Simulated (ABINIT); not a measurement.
Input of an ABINIT 10.8.3 (patched build) run:

run.abi

```
# Pseudopotentials
pp_dirpath "./"
pseudos "Ta.LDA_PW-JTH.xml, Te.LDA_PW-JTH.xml"

# Structure
acell 3.42009 3.42009 3.42009 Angstrom
rprim
     1.0000000000     0.0000000000     0.0000000000
     0.0000000000     1.0000000000     0.0000000000
     0.0000000000     0.0000000000     1.0000000000
ntypat 2
znucl 73 52
natom 2
typat 1 2
chkprim 0
chksymtnons 0
tolsym 1.0e-6
xred
            1/2            1/2            1/2
            0.0            0.0            0.0

# Plane-wave basis
ecut 15.2
pawecutdg 30.4
ecutsm 0.5

# k points
kptopt 1
ngkpt 6 6 6
nshiftk 1
shiftk 0.0 0.0 0.0

# Exchange and correlation
ixc 7

# Bands and occupations
nband 14
occopt 3
tsmear 0.00183747

# SCF cycle
nstep 80
tolvrs 1.0e-10

# Output
iomode 3
prteig 0
prtebands 0
prtwf 0
prtden 0

# Relaxation
ionmov 2
optcell 2
ntime 50
tolmxf 2.0e-5
dilatmx 1.08
```

Potentials or basis: JTH PAW LDA v2.0.

The run is started by

```console
$ abinit run.abi > log 2>&1
```

(1) Estimate the band gap on the k mesh.

Results:

(1) none (metal or under the smearing width).
